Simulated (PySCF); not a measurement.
**CH3AlClFSSi (SMILES F[SiH]1C[S][Al]1[Cl]): levels of theory compared**

Wanted: a comparison of 6 runs (HF/3-21G, HF/6-31G*, HF/def2-SVP, HF/6-311+G**, TPSS/3-21G, PBE0/def2-SVP) of CH3AlClFSSi. The job is set up through a Python script.

The results are computed with PySCF 2.14.0.

## (1) The system as given

CH3AlClFSSi: 9 atoms, total charge 0, spin state singlet. SMILES: `F[SiH]1C[S][Al]1[Cl]`. The coordinates come from a PBE0-D4/def2-TZVP relaxation.

Bond lengths: F1–Si2 1.604 Å, Si2–C3 1.901 Å, C3–S4 1.841 Å, Si2–Al5 2.401 Å, S4–Al5 2.190 Å, Al5–Cl6 2.086 Å, Si2–H7 1.489 Å, C3–H8 1.092 Å, C3–H9 1.090 Å. Some angles: F1–Si2–C3 113.3°, F1–Si2–Al5 126.5°, C3–Si2–Al5 81.9°, Si2–C3–S4 104.8°, C3–S4–Al5 89.3°, Si2–Al5–S4 80.3°, Si2–Al5–Cl6 151.0°, S4–Al5–Cl6 128.6°, F1–Si2–H7 106.6°, C3–Si2–H7 109.7°.

## (2) Energy and forces at HF/3-21G (run 1)

run.py reads:

```python
import pyscf.grad
from pyscf import gto

molecule = gto.M(
    atom='''
F        0.991600      -1.744000      -1.445300
Si       0.847600      -0.405900      -0.571800
C       -0.123800      -0.661600       1.041700
S       -1.119700       0.874700       1.238600
Al      -0.781300       1.331300      -0.876500
Cl      -1.687400       2.795200      -2.053600
H        2.231200       0.048300      -0.259600
H        0.523800      -0.763100       1.914700
H       -0.793400      -1.521000       0.994800
''',
    verbose=4,
    max_memory=1860,
    basis='3-21g',
)

mf = molecule.RHF()
mf.conv_tol = 1e-10
mf.kernel()
if not mf.converged:
    mf = mf.newton().run(mf.mo_coeff, mf.mo_occ)

e_tot = mf.e_tot
print(f'total energy: {e_tot:.8f} hartree')
grad = mf.Gradients().kernel()
mf.analyze()
```

Launch:

```sh
$ OMP_NUM_THREADS=1 python run.py
```

Standard output:

```text
PySCF version 2.14.0

[... 82 lines left out ...]
Nuclear Repulsion Energy =             474.207572610631303
[... 11 lines left out ...]
MO #6   energy= -11.2185007906613  occ= 2
[... 9 lines left out ...]
MO #16  energy= -4.95460416550997  occ= 2
[... 9 lines left out ...]
MO #26  energy= -0.867319477597011 occ= 2
[... 9 lines left out ...]
MO #36  energy= -0.48171888619048  occ= 2
[... 9 lines left out ...]
MO #46  energy= 0.239892085568572  occ= 0
[... 9 lines left out ...]
MO #56  energy= 0.615797936427072  occ= 0
[... 9 lines left out ...]
MO #66  energy= 1.0452134749908    occ= 0
[... 9 lines left out ...]
MO #76  energy= 3.74958339723678   occ= 0
[... 88 lines left out ...]
Dipole moment(X, Y, Z, Debye):  1.67951, -0.91719, -0.25816
```

Wall time 5.1 s (1 thread of Intel Xeon at 2.70GHz, shared host); peak memory 0.15 GiB.

## (3) Energy and gradient at HF/6-31G(d) (spherical functions) (run 2)

input.py reads:

```python
from pyscf import gto

mol = gto.M(
    atom='''
F      1.873852    -3.295682    -2.731221
Si     1.601732    -0.767040    -1.080545
C     -0.233948    -1.250243     1.968528
S     -2.115926     1.652943     2.340615
Al    -1.476443     2.515792    -1.656345
Cl    -3.188724     5.282162    -3.880742
H      4.216357     0.091274    -0.490573
H      0.989839    -1.442050     3.618259
H     -1.499309    -2.874273     1.879900
''',
    basis='6-31g*',
    unit='bohr',
    max_memory=1860,
    spin=0,
    verbose=3,
)

hf = mol.RHF()
hf.conv_tol = 1e-10
hf.kernel()
if not hf.converged:
    hf = hf.newton().run(hf.mo_coeff, hf.mo_occ)

energy = hf.e_tot
print('E(%s) = %.9f' % ('HF', energy))
grad = hf.nuc_grad_method().kernel()
dip = hf.dip_moment()
pop, q = hf.mulliken_pop()
```

Launch:

```sh
$ OMP_NUM_THREADS=1 python input.py
```

Standard output:

```text
converged SCF energy = -1527.03037756434
[... 9 lines left out ...]
Dipole moment(X, Y, Z, Debye):  1.10207, -0.62033, -0.15391
[... 116 lines left out ...]
charge of    8H =      0.23059
```

Run time: 28 s. Hardware: 1 thread of Intel Xeon at 2.70GHz, shared host; peak memory 0.24 GiB.

Runs 3 to 5 aren't shown in full; the table further down has their settings and results.

## (4) Energy and gradient at PBE0/def2-SVP (run 6)

calc.py reads:

```python
# F[SiH]1C[S][Al]1[Cl]
from pyscf import gto, dft

mol = gto.Mole()
mol.atom = '''
F      1.873852    -3.295682    -2.731221
Si     1.601732    -0.767040    -1.080545
C     -0.233948    -1.250243     1.968528
S     -2.115926     1.652943     2.340615
Al    -1.476443     2.515792    -1.656345
Cl    -3.188724     5.282162    -3.880742
H      4.216357     0.091274    -0.490573
H      0.989839    -1.442050     3.618259
H     -1.499309    -2.874273     1.879900
'''
mol.max_memory = 1860
mol.charge = 0
mol.unit = 'bohr'
mol.verbose = 3
mol.spin = 0
mol.basis = 'def2-svp'
mol.build()

mf = dft.RKS(mol, xc='pbe0')
mf.grids.level = 5
mf.conv_tol = 1e-10
mf.kernel()
if not mf.converged:
    mf = mf.newton().run(mf.mo_coeff, mf.mo_occ)

etot = mf.e_tot
print(f'total energy: {etot:.8f} hartree')
grad = mf.nuc_grad_method().kernel()
dip = mf.dip_moment()
pop, q = mf.mulliken_pop()
```

Launch:

```sh
$ OMP_NUM_THREADS=1 python calc.py
```

Standard output:

```text
converged SCF energy = -1529.01976154599
total energy: -1529.01976155 hartree
[... 8 lines left out ...]
Dipole moment(X, Y, Z, Debye):  0.68917, -0.41394,  0.25295
[... 125 lines left out ...]
charge of    8H =      0.12405
```

It took 55 s on 1 thread of Intel Xeon at 2.70GHz, shared host; peak memory 1.2 GiB.

## (5) All runs side by side

```tsv
run	level	integration grid	energy (Eh)	dipole moment (D)	HOMO energy (eV)	LUMO energy (eV)	wall time
1	HF/3-21G	–	-1519.312774	1.93	-10.18	0.53	5.1 s
2	HF/6-31G* (spherical functions)	–	-1527.030378	1.27	-9.97	0.94	28 s
3	HF/def2-SVP	–	-1526.547423	0.81	-9.97	1.08	17 s
4	HF/6-311+G**	–	-1527.162065	1.05	-10.07	0.61	55 s
5	TPSS/3-21G	5	-1522.488553	1.85	-6.57	-2.69	47 s
6	PBE0/def2-SVP	5	-1529.019762	0.84	-7.38	-1.80	55 s
```

## (6) What came out

```
                       quantity           value
            run 6: total energy  -1529.01976 Eh
           run 6: dipole moment          0.84 D
             run 6: HOMO energy        -7.38 eV
             run 6: LUMO energy        -1.80 eV
           run 6: HOMO–LUMO gap         5.58 eV
run 6: largest force on an atom      0.973 eV/Å
```

In words: The dipole moment (its size) runs from 0.81 D (HF/def2-SVP) to 1.93 D (HF/3-21G). The HOMO–LUMO gap runs from 3.87 eV (TPSS/3-21G) to 11.05 eV (HF/def2-SVP). The two ends differ in method and basis. Totals of different functionals can't be ranked against each other. All runs together took 3.4 min, the longest 55 s.
